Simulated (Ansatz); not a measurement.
# LaAl3Cl: from a guess to a relaxed structure, part 1 of 2

Where does this trial cell of LaAl3Cl go when cell and atoms are let free?

Program: Ansatz 0.2.0. Level of theory: DFT PBE, scalar-relativistic, plane waves, PAW. These are calculated values, not measurements.

### 1 The structure to begin with

The structure is cubic, space group Pm-3m (No. 221). The conventional cell has a = 4.654 Å, b = 4.654 Å, c = 4.654 Å, α = 90.00°, β = 90.00°, γ = 90.00°. La (site symmetry m-3m) is surrounded by 12 Al at 3.29 Å. Al (site symmetry 4/mmm) has 2 Cl at 2.33 Å as nearest neighbours. Cl (site symmetry m-3m) is surrounded by 6 Al at 2.33 Å.

Coordinates:

```
CELL_PARAMETERS angstrom
4.65415 0.00000 0.00000
0.00000 4.65415 0.00000
0.00000 0.00000 4.65415
ATOMIC_POSITIONS crystal
La 0.00000 0.00000 0.00000
Al 0.00000 0.50000 0.50000
Al 0.50000 0.00000 0.50000
Al 0.50000 0.50000 0.00000
Cl 0.50000 0.50000 0.50000
```

The cell is invented: species swapped into a database cell of CeBRh3 (Pm-3m, No. 221), with La on the Ce sites, Cl on the B sites and Al on the Rh sites. Its size is a rough estimate.

### 2 The guess as it stands, on a coarse mesh

input.yaml reads:

```yaml
crystal:
  lattice:
    - [4.65415127, 0.0, 0.0]
    - [0.0, 4.65415127, 0.0]
    - [0.0, 0.0, 4.65415127]
  atoms:
    - { symbol: La, position: [0.0, 0.0, 0.0] }
    - { symbol: Al, position: [0.0, 0.5, 0.5] }
    - { symbol: Al, position: [0.5, 0.0, 0.5] }
    - { symbol: Al, position: [0.5, 0.5, 0.0] }
    - { symbol: Cl, position: [0.5, 0.5, 0.5] }
basis:
  ecutwfc: 420
kpoints:
  mp_grid: { grid: [4, 4, 4] }
hamiltonian:
  xc: pbe
scf:
  occupations: { method: gaussian, width: 0.1 }
  lower_state_search: "off"
output:
  forces: true
  stress: true
  eigenvalues: true
```

Launch:

```bash
> ansatz run input.yaml --threads 1 --pin off --max-ram 2048MiB --backend cpu --events-out ev --progress --plain --runs-dir out
```

Output:

```text
[... 34 lines left out ...]
SCF 1 converged in 6 iterations: F = -8940.723128 eV  dr2 = 2.49e-8
SCF converged after 6 iterations
Free energy (F): -8940.723128 eV
Harris-Foulkes:  -8940.723128 eV  (|F-HF|=9.70e-9)
Internal energy: -8940.712662 eV  (E = F + TS)
E sigma→0 (E₀):  -8940.717895 eV
Entropy (-TS):   -0.010466 eV (-2.093 meV/atom)
Fermi energy:    9.347389 eV
--- Per-component energies (eV) ---
  E_band       = -18.112147
  E_kinetic    = 430.731295
  E_local      = -587.857628  (includes V_loc(G=0)·N_el)
  E_nonlocal   = 157.224548
  E_hartree    = 206.475266
  E_xc         = -368.551787
  E_vxc        = -360.333318  (∫ρ·V_xc dr)
  E_paw        = -7477.226020  (= ΣΔE_a)
  E_vpaw       = -70.824940  (= ΣTr[D̂ρ^β])
  E_aug_tail   = 0.000085  (compensation charges beyond the density's cutoff)
  E_ewald      = -1301.508420
  E_smearing   = -0.010466  (= −TS)
  E_closure    = 0.000000  (closes the sum)
  Σ components = -8940.723128   (vs F -8940.723128, Δ=0.00e0)
--- Forces (eV/Å), atoms counted from 1 ---
  atom   1  La    -0.00000000    -0.00000000    -0.00000000
  atom   2  Al     0.00000000     0.00000000    -0.00000000
  atom   3  Al    -0.00000000    -0.00000000     0.00000000
  atom   4  Al     0.00000000     0.00000000    -0.00000000
  atom   5  Cl     0.00000000    -0.00000000    -0.00000000
  max |Σ_I F_I| component: 1.64e-30 eV/Å
--- Stress (GPa, compression-positive) ---
       14.070425       0.000000       0.000000
        0.000000      14.070425       0.000000
        0.000000       0.000000      14.070425
  P = ⅓ Tr σ = 14.0704 GPa (140.704 kbar)
--- Band table (eV; the first three rows and the last of 10) ---
  k-point 0: bands = ["-22.7177", "-9.9330", "-6.4778", "-6.4778", "-6.4778", "1.1260", "1.1260", "1.1260", "3.5633", "5.9841", "5.9841", "10.6796", "10.6796", "10.6796", "11.0838", "11.0838", "11.0838", "11.0922", "11.0922"]
  k-point 1: bands = ["-22.7148", "-9.9126", "-6.5374", "-6.4672", "-6.4672", "0.4623", "1.1256", "1.1256", "4.4665", "6.3558", "6.7250", "9.5468", "9.7907", "9.7907", "10.4230", "10.4230", "10.5800", "10.9564", "11.7779"]
  k-point 2: bands = ["-22.7120", "-9.8924", "-6.5940", "-6.4565", "-6.4565", "-0.0037", "1.1246", "1.1246", "5.4647", "7.0293", "7.1046", "8.1354", "9.6449", "9.6449", "9.6553", "9.6553", "11.2653", "11.5307", "11.5767"]
  k-point 9: bands = ["-22.7015", "-9.7528", "-6.5861", "-6.5861", "-6.5861", "0.2501", "0.2501", "0.2501", "7.7046", "7.7046", "7.7046", "8.2526", "8.2526", "8.2526", "11.0386", "11.7891", "11.7891", "11.7891", "11.8702"]
```

It took 1.3 s on 1 thread of Arm Neoverse V2, shared host; peak memory 0.33 GiB.

From the probe: pressure 14.1 GPa, largest force 0.00 eV/Å, gap on this mesh none (metal). A guess like this is first relaxed loosely on the coarse mesh.

### 3 A loose first relaxation

Edit input.yaml of step 2 so:

```diff
@@ -24 +24,6 @@
   eigenvalues: true
+relax:
+  adjacent_minimum: "off"
+  f_tol: 0.04
+  max_steps: 70
+  cell: { stress_tol: 0.4 }
```

Launch:

```bash
> ansatz run input.yaml --threads 1 --pin off --max-ram 2048MiB --backend cpu --events-out ev --progress --plain --runs-dir out
```

Output:

```text
Warning: RAYON_NUM_THREADS=1 ignored (pool sized by the plan → 1); use --threads N
Engine: ansatz 0.2.0, aarch64-unknown-linux-gnu
Pseudopotentials: kind: paw
Pseudopotential: La, paw, valence charge 11, recommended cutoff 420 eV (normal), La.paw.azcp
Pseudopotential: Al, paw, valence charge 3, recommended cutoff 420 eV (normal), Al.paw.azcp
Pseudopotential: Cl, paw, valence charge 7, recommended cutoff 420 eV (normal), Cl.paw.azcp
Functional definition: PBE
  parameter kappa = 0.804
  parameter beta = 0.06672455060314922
  exchange = pbe_x(kappa = kappa, mu = beta*pi^2/3)
  correlation = pbe_c(beta = beta)
Crystal: 5 atoms, lattice volume = 100.814 Å³
Basis set: ecut = 420 eV, 1935 PW (Γ), exchange–correlation on 64×64×64 points (8 copies of the dense FFT grid, shifted against one another)
Bands: 19, of which v1, the nominal top of the filled ones, is band 14 counted from 1 (13 counted from 0)
Symmetry: 48 space group operations
Space group: Pm-3m (ITA 221), of the structure as read, at distance tolerance 4.7e-5 Å
k-points: 10 of 64
Non-local potential: La, projectors of the file, l = 0: 3, l = 1: 2, l = 2: 2, l = 3: 3
Non-local potential: Al, projectors of the file, l = 0: 2, l = 1: 2, l = 2: 1
Non-local potential: Cl, projectors of the file, l = 0: 2, l = 1: 2, l = 2: 2
PAW form: soft (Blöchl's): semilocal exchange-correlation on the pseudo side does not see the compensation charge
PAW one-centre angular grid: La, 590 points (default); XC on 64 Gauss nodes
PAW one-centre angular grid: Al, 110 points (default); XC on 64 Gauss nodes
PAW one-centre angular grid: Cl, 110 points (default); XC on 64 Gauss nodes
Initial density: superposition of atomic densities (neutral atoms: chi_scale 0, normalization atom), corrected by the library's trained network
Initial wavefunctions: pseudopotential atomic-orbital guess
Functional: x = pbe(κ = 0.804, μ = 0.2195149727645171), c = pbe(β = 0.06672455060314922)
SCF iter   1: F=—  HF=-8940.743796 eV  |F-HF|=—  |Δ(HF+E_count)|=         —  Δρ=4.44e-3  dr2=7.50e-2  ethr=1.77e-3  ⟨swp⟩=5.6  Hψ=995  notcnv=0
preconditioner: auto → Resta (q_TF=auto, 2.190 Å⁻¹)  ε∞=4.8  [insulator: Δε(μ)=0.227 eV  Ē_g=9.121 eV  σ=0.100 eV  W_gap=0.58  n_scr=18 (ndim 8)  ℏωp=17.7 eV  f_vac=0.000  D(μ)=2.09/eV (n_scr^D=18)  ε∞_Penn≈4.8]
SCF iter   2: F=—  HF=-8940.725335 eV  |F-HF|=—  |Δ(HF+E_count)|=   1.85e-2  Δρ=2.08e-3  dr2=1.05e-2  ethr=2.78e-4  ⟨swp⟩=2.6  Hψ=347  notcnv=0  defer=8
SCF iter   3: F=—  HF=-8940.722906 eV  |F-HF|=—  |Δ(HF+E_count)|=   2.43e-3  Δρ=4.80e-4  dr2=2.29e-4  ethr=3.90e-5  ⟨swp⟩=2.0  Hψ=251  notcnv=0  defer=8
SCF iter   4: F=—  HF=-8940.722878 eV  |F-HF|=—  |Δ(HF+E_count)|=   2.81e-5  Δρ=1.02e-4  dr2=8.93e-6  ethr=8.48e-7  ⟨swp⟩=2.0  Hψ=310  notcnv=0  defer=8
SCF iter   5: F=—  HF=-8940.723128 eV  |F-HF|=—  |Δ(HF+E_count)|=   2.49e-4  Δρ=2.90e-5  dr2=5.33e-7  ethr=3.31e-8  ⟨swp⟩=2.0  Hψ=310  notcnv=0  defer=1
SCF iter   6: F=-8940.723128 eV  HF=-8940.723128 eV  |F-HF|=9.70e-9  |Δ(HF+E_count)|=   2.59e-7  Δρ=4.71e-6  dr2=2.49e-8  ethr=3.70e-10  ⟨swp⟩=8.6  Hψ=944  notcnv=0
SCF 1 converged in 6 iterations: F = -8940.723128 eV  dr2 = 2.49e-8
relax step   1: F+E_penalty+E_count = -8940.72312786 eV  Δ(F+E_penalty+E_count) = +0.000e0 eV  max|allowed force component| = 9.124e-30 eV/Å  Δτ_max = 0.0000 Å  P = +14.070 GPa  Ω = 100.814 Å³  (6 SCF iters, dr2 threshold 1.00e-7 eV, accepted)
Crystal: 5 atoms, lattice volume = 116.210 Å³
Basis set: ecut = 420 eV, 2301 PW (Γ), exchange–correlation on 64×64×64 points (8 copies of the dense FFT grid, shifted against one another)
Initial density: handed on by an earlier stage of this run
Initial wavefunctions: those handed on with the density
iter 1 solved again at ethr=1.78e-3 eV; its pass at ethr=3.10e-3 eV (dr2=4.81e-1 eV) is discarded
SCF iter   1: F=—  HF=-8941.651290 eV  |F-HF|=—  |Δ(HF+E_count)|=         —  Δρ=9.45e-3  dr2=4.93e-1  ethr=1.78e-3  ⟨swp⟩=1.0  Hψ=1493  notcnv=0
preconditioner: auto → Resta (q_TF=auto, 2.139 Å⁻¹)  ε∞=4.5  [insulator: Δε(μ)=0.300 eV  Ē_g=8.863 eV  σ=0.100 eV  W_gap=0.77  n_scr=18 (ndim 8)  ℏωp=16.5 eV  f_vac=0.000  D(μ)=3.04/eV (n_scr^D=18)  ε∞_Penn≈4.5]
SCF iter   2: F=—  HF=-8941.523378 eV  |F-HF|=—  |Δ(HF+E_count)|=   1.28e-1  Δρ=4.02e-3  dr2=6.59e-2  ethr=1.78e-3  ⟨swp⟩=3.6  Hψ=345  notcnv=0
SCF iter   3: F=—  HF=-8941.503088 eV  |F-HF|=—  |Δ(HF+E_count)|=   2.03e-2  Δρ=1.06e-3  dr2=2.09e-3  ethr=2.44e-4  ⟨swp⟩=2.2  Hψ=375  notcnv=0  defer=7
SCF iter   4: F=—  HF=-8941.502338 eV  |F-HF|=—  |Δ(HF+E_count)|=   7.51e-4  Δρ=2.77e-4  dr2=1.00e-4  ethr=7.72e-6  ⟨swp⟩=2.0  Hψ=365  notcnv=0  defer=7
SCF iter   5: F=—  HF=-8941.502277 eV  |F-HF|=—  |Δ(HF+E_count)|=   6.12e-5  Δρ=8.32e-5  dr2=6.47e-6  ethr=3.72e-7  ⟨swp⟩=2.8  Hψ=306  notcnv=0  defer=7
SCF iter   6: F=-8941.502277 eV  HF=-8941.502278 eV  |F-HF|=2.99e-7  |Δ(HF+E_count)|=   1.04e-6  Δρ=1.51e-5  dr2=4.50e-7  ethr=1.85e-9  ⟨swp⟩=9.4  Hψ=1109  notcnv=0
SCF 2 converged in 6 iterations: F = -8941.502277 eV  dr2 = 4.50e-7
relax step   2: F+E_penalty+E_count = -8941.50227736 eV  Δ(F+E_penalty+E_count) = -7.791e-1 eV  max|allowed force component| = 1.131e-30 eV/Å  Δτ_max = 0.0000 Å  P = +3.455 GPa  Ω = 116.210 Å³  energy of the carried Pulay correction = -2.452e-3 eV  (6 SCF iters, dr2 threshold 5.00e-7 eV, accepted)
Crystal: 5 atoms, lattice volume = 122.279 Å³
Basis set: ecut = 420 eV, 2373 PW (Γ), exchange–correlation on 64×64×64 points (8 copies of the dense FFT grid, shifted against one another)
iter 1 solved again at ethr=2.39e-4 eV; its pass at ethr=3.10e-3 eV (dr2=6.45e-2 eV) is discarded
SCF iter   1: F=—  HF=-8941.601323 eV  |F-HF|=—  |Δ(HF+E_count)|=         —  Δρ=3.33e-3  dr2=6.55e-2  ethr=2.39e-4  ⟨swp⟩=1.0  Hψ=1450  notcnv=0
preconditioner: auto → Resta (q_TF=auto, 2.121 Å⁻¹)  ε∞=7.6  [insulator: Δε(μ)=0.220 eV  Ē_g=5.371 eV  σ=0.100 eV  W_gap=0.67  n_scr=18 (ndim 8)  ℏωp=13.8 eV  f_vac=0.000  D(μ)=2.82/eV (n_scr^D=18)  ε∞_Penn≈7.6]
SCF iter   2: F=—  HF=-8941.585858 eV  |F-HF|=—  |Δ(HF+E_count)|=   1.55e-2  Δρ=1.55e-3  dr2=1.27e-2  ethr=2.39e-4  ⟨swp⟩=2.5  Hψ=297  notcnv=0
SCF iter   3: F=—  HF=-8941.582049 eV  |F-HF|=—  |Δ(HF+E_count)|=   3.81e-3  Δρ=3.82e-4  dr2=3.74e-4  ethr=4.70e-5  ⟨swp⟩=2.0  Hψ=242  notcnv=0
SCF iter   4: F=—  HF=-8941.581809 eV  |F-HF|=—  |Δ(HF+E_count)|=   2.40e-4  Δρ=9.14e-5  dr2=9.96e-6  ethr=1.38e-6  ⟨swp⟩=2.0  Hψ=316  notcnv=0
SCF iter   5: F=—  HF=-8941.581809 eV  |F-HF|=—  |Δ(HF+E_count)|=   4.89e-8  Δρ=1.93e-5  dr2=8.19e-7  ethr=3.69e-8  ⟨swp⟩=2.5  Hψ=304  notcnv=0
SCF iter   6: F=-8941.581809 eV  HF=-8941.581809 eV  |F-HF|=2.23e-9  |Δ(HF+E_count)|=   1.65e-7  Δρ=5.19e-6  dr2=3.29e-8  ethr=1.85e-9  ⟨swp⟩=7.6  Hψ=1065  notcnv=0
SCF 3 converged in 6 iterations: F = -8941.581809 eV  dr2 = 3.29e-8
relax step   3: F+E_penalty+E_count = -8941.58180925 eV  Δ(F+E_penalty+E_count) = -7.953e-2 eV  max|allowed force component| = 2.222e-30 eV/Å  Δτ_max = 0.0000 Å  P = +0.890 GPa  Ω = 122.279 Å³  energy of the carried Pulay correction = -3.327e-3 eV  (6 SCF iters, dr2 threshold 5.00e-7 eV, accepted)
Crystal: 5 atoms, lattice volume = 124.536 Å³
Basis set: ecut = 420 eV, 2469 PW (Γ), exchange–correlation on 64×64×64 points (8 copies of the dense FFT grid, shifted against one another)
iter 1 solved again at ethr=3.03e-5 eV; its pass at ethr=3.10e-3 eV (dr2=8.17e-3 eV) is discarded
SCF iter   1: F=—  HF=-8941.590853 eV  |F-HF|=—  |Δ(HF+E_count)|=         —  Δρ=1.18e-3  dr2=8.47e-3  ethr=3.03e-5  ⟨swp⟩=1.8  Hψ=1371  notcnv=0
preconditioner: auto → Resta (q_TF=auto, 2.115 Å⁻¹)  ε∞=8.0  [insulator: Δε(μ)=0.190 eV  Ē_g=5.198 eV  σ=0.100 eV  W_gap=0.63  n_scr=18 (ndim 8)  ℏωp=13.7 eV  f_vac=0.000  D(μ)=2.70/eV (n_scr^D=18)  ε∞_Penn≈8.0]
SCF iter   2: F=—  HF=-8941.588878 eV  |F-HF|=—  |Δ(HF+E_count)|=   1.98e-3  Δρ=5.52e-4  dr2=1.68e-3  ethr=3.03e-5  ⟨swp⟩=2.2  Hψ=236  notcnv=0
SCF iter   3: F=—  HF=-8941.588388 eV  |F-HF|=—  |Δ(HF+E_count)|=   4.90e-4  Δρ=1.48e-4  dr2=5.04e-5  ethr=6.24e-6  ⟨swp⟩=2.0  Hψ=243  notcnv=0
SCF iter   4: F=—  HF=-8941.588240 eV  |F-HF|=—  |Δ(HF+E_count)|=   1.47e-4  Δρ=2.91e-5  dr2=1.38e-6  ethr=1.87e-7  ⟨swp⟩=2.2  Hψ=314  notcnv=0
SCF iter   5: F=-8941.588240 eV  HF=-8941.588240 eV  |F-HF|=1.63e-8  |Δ(HF+E_count)|=   6.44e-8  Δρ=6.43e-6  dr2=6.27e-8  ethr=1.85e-9  ⟨swp⟩=8.2  Hψ=1057  notcnv=0
SCF 4 converged in 5 iterations: F = -8941.588240 eV  dr2 = 6.27e-8
relax step   4: F+E_penalty+E_count = -8941.58824041 eV  Δ(F+E_penalty+E_count) = -6.431e-3 eV  max|allowed force component| = 1.341e-30 eV/Å  Δτ_max = 0.0000 Å  P = +0.079 GPa  Ω = 124.536 Å³  energy of the carried Pulay correction = -3.640e-3 eV  (5 SCF iters, dr2 threshold 5.00e-7 eV, accepted)
Basis set: ecut = 420 eV, 2469 PW (Γ), exchange–correlation on 72×72×72 points (8 copies of the dense FFT grid, shifted against one another)
Initial wavefunctions: pseudopotential atomic-orbital guess (no wavefunctions were taken with the density)
iter 1 solved again at ethr=2.83e-8 eV; its pass at ethr=3.10e-3 eV (dr2=7.63e-6 eV) is discarded
SCF iter   1: F=—  HF=-8941.598713 eV  |F-HF|=—  |Δ(HF+E_count)|=         —  Δρ=1.96e-4  dr2=6.31e-6  ethr=2.83e-8  ⟨swp⟩=4.2  Hψ=1630  notcnv=0
preconditioner: auto → Resta (q_TF=auto, 2.115 Å⁻¹)  ε∞=8.1  [insulator: Δε(μ)=0.185 eV  Ē_g=5.142 eV  σ=0.100 eV  W_gap=0.62  n_scr=18 (ndim 8)  ℏωp=13.7 eV  f_vac=0.000  D(μ)=2.72/eV (n_scr^D=18)  ε∞_Penn≈8.1]
SCF iter   2: F=—  HF=-8941.598865 eV  |F-HF|=—  |Δ(HF+E_count)|=   1.52e-4  Δρ=1.03e-4  dr2=1.67e-6  ethr=2.34e-8  ⟨swp⟩=2.6  Hψ=290  notcnv=0
SCF iter   3: F=—  HF=-8941.598881 eV  |F-HF|=—  |Δ(HF+E_count)|=   1.58e-5  Δρ=4.36e-6  dr2=7.28e-9  ethr=6.19e-9  ⟨swp⟩=2.0  Hψ=312  notcnv=0
SCF iter   4: F=-8941.598881 eV  HF=-8941.598881 eV  |F-HF|=3.09e-10  |Δ(HF+E_count)|=   2.34e-8  Δρ=7.85e-7  dr2=5.04e-10  ethr=1.19e-11  ⟨swp⟩=4.5  Hψ=649  notcnv=0
SCF 5 converged in 4 iterations: F = -8941.598881 eV  dr2 = 5.04e-10
relax step   5: F+E_penalty+E_count = -8941.59888104 eV  Δ(F+E_penalty+E_count) = -1.064e-2 eV  max|allowed force component| = 3.037e-30 eV/Å  Δτ_max = 0.0000 Å  P = +0.189 GPa  Ω = 124.536 Å³  stress off target by 1.89e-1 GPa  SCF on the basis re-selected at this cell (its energy is not comparable with the rows above)  (4 SCF iters)
basis re-selected at this cell: Δ(F+E_penalty+E_count) = -1.064e-2 eV, ΔP = +0.110 GPa vs the last step (what re-selecting the basis moved, of the pressure what is left beyond the Pulay correction that the steps carried, after the strain that the cell walked since its last selection, with what the two solves' SCF thresholds leave and, on support functions, any second-order correction that the steps lacked; it is no measure of the basis error at this ecutwfc). The dense FFT grid was sized anew with the basis: this SCF ran on 36×36×36 points, the steps before it on 32×32×32, so part of this shift can come from that change (see relax.cell in the input reference). This SCF's stress stands 1.89e-1 GPa from its target on what of the cell is left free (relax.cell.stress_tol is 4.00e-1 GPa) and its largest allowed force component is 3.04e-30 eV/Å (relax.f_tol is 4.00e-2 eV/Å): within both
SCF converged after 4 iterations
Free energy (F): -8941.598881 eV
Harris-Foulkes:  -8941.598881 eV  (|F-HF|=3.09e-10)
Internal energy: -8941.585256 eV  (E = F + TS)
E sigma→0 (E₀):  -8941.592069 eV
Entropy (-TS):   -0.013625 eV (-2.725 meV/atom)
Fermi energy:    7.116128 eV
--- Per-component energies (eV) ---
  E_band       = -75.065081
  E_kinetic    = 413.765384
  E_local      = -697.600625  (includes V_loc(G=0)·N_el)
  E_nonlocal   = 156.161824
  E_hartree    = 236.791638
  E_xc         = -361.355435
  E_vxc        = -350.731404  (∫ρ·V_xc dr)
  E_paw        = -7476.363475  (= ΣΔE_a)
  E_vpaw       = -70.243526  (= ΣTr[D̂ρ^β])
  E_aug_tail   = 0.000085  (compensation charges beyond the density's cutoff)
  E_ewald      = -1212.984653
  E_smearing   = -0.013625  (= −TS)
  E_closure    = -0.000000  (closes the sum)
  Σ components = -8941.598881   (vs F -8941.598881, Δ=0.00e0)
--- Forces (eV/Å), atoms counted from 1 ---
  atom   1  La    -0.00000000     0.00000000    -0.00000000
  atom   2  Al     0.00000000     0.00000000    -0.00000000
  atom   3  Al     0.00000000    -0.00000000     0.00000000
  atom   4  Al     0.00000000     0.00000000     0.00000000
  atom   5  Cl    -0.00000000     0.00000000     0.00000000
  max |Σ_I F_I| component: 3.22e-30 eV/Å
--- Stress (GPa, compression-positive) ---
        0.188967      -0.000000       0.000000
       -0.000000       0.188967      -0.000000
        0.000000      -0.000000       0.188967
  P = ⅓ Tr σ = 0.1890 GPa (1.890 kbar)
--- Band table (eV; the first three rows and the last of 10) ---
  k-point 0: bands = ["-25.7329", "-11.0716", "-9.3659", "-9.3659", "-9.3659", "-0.0678", "-0.0678", "-0.0678", "1.4810", "3.9128", "3.9128", "8.2742", "8.2742", "8.2742", "8.3982", "8.3982", "8.3982", "8.5276", "8.5276"]
  k-point 1: bands = ["-25.7320", "-11.0603", "-9.3884", "-9.3625", "-9.3625", "-0.6764", "-0.0549", "-0.0549", "2.2108", "4.1903", "4.4977", "7.2761", "7.6188", "7.6188", "7.8725", "7.9050", "7.9050", "8.6569", "8.8244"]
  k-point 2: bands = ["-25.7312", "-11.0492", "-9.4101", "-9.3590", "-9.3590", "-1.0738", "-0.0420", "-0.0420", "2.8940", "4.6386", "4.7361", "6.2664", "7.3323", "7.3323", "7.4978", "7.4978", "8.5682", "8.7346", "8.7692"]
  k-point 9: bands = ["-25.7280", "-10.9705", "-9.4102", "-9.4102", "-9.4102", "-0.8434", "-0.8434", "-0.8434", "5.5905", "5.5905", "5.5905", "5.7440", "5.7440", "5.7440", "8.2046", "8.7708", "8.7708", "8.7708", "8.8297"]
--- Relaxed structure (4 steps of the walk, 4 accepted, 1 SCFs on fresh bases) ---
  F+E_penalty+E_count = -8941.59888104 eV   max|allowed force component| = 3.037e-30 eV/Å   (the final SCF, on the basis selected at the relaxed cell)
  cell:  # Å, volume = 124.5365 Å³
    - [4.9938117967126825, -1.5387377784843856e-33, 1.0271626370065257e-33]
    - [-1.7955284377360166e-33, 4.9938117967126825, 2.5679065925163143e-34]
    - [3.851859888774472e-34, 2.5679065925163143e-34, 4.9938117967126825]
  atoms:
    - { symbol: La, position: [-3.579448336011789e-34, 6.426971903894891e-35, 1.1379749045123217e-35] }
    - { symbol: Al, position: [1.075903546084613e-34, 0.5, 0.5] }
    - { symbol: Al, position: [0.5, -1.5905785597160764e-35, 0.5] }
    - { symbol: Al, position: [0.5, 0.5, -4.1380905618638e-36] }
    - { symbol: Cl, position: [0.5, 0.5, 0.5] }
```

Run time: 7 s. Hardware: 1 thread of Arm Neoverse V2, shared host; peak memory 0.37 GiB.

Relaxation path:

| step | energy from step 1 (eV/cell) | largest force component (eV/Å) | pressure (GPa) | volume (Å³) |
| --- | --- | --- | --- | --- |
| 1 | 0.0000 | 0.0000 | 14.07 | 100.81 |
| 2 | -0.7791 | 0.0000 | 3.46 | 116.21 |
| 3 | -0.8587 | 0.0000 | 0.89 | 122.28 |
| 4 | -0.8651 | 0.0000 | 0.08 | 124.54 |
| 5 | -0.8758 | 0.0000 | 0.19 | 124.54 |

Step 1 is the start. Step 5 repeats the geometry before it on a plane-wave basis chosen anew for that cell, so its energy need not be comparable with the rows above.

|  | before | after | change |
| --- | --- | --- | --- |
| a (Å) | 4.654 | 4.994 | +7.3 % |
| b (Å) | 4.654 | 4.994 | +7.3 % |
| c (Å) | 4.654 | 4.994 | +7.3 % |
| volume (Å³/atom) | 20.16 | 24.91 | +23.5 % |
| shortest distance (Å) | 2.327 | 2.497 | +7.3 % |
| space group (0.01 Å) | Pm-3m | Pm-3m | same |

The run keeps the 48 symmetry operations of the start, so it could not have lowered the symmetry.

(Continued in part 2 of 2.)
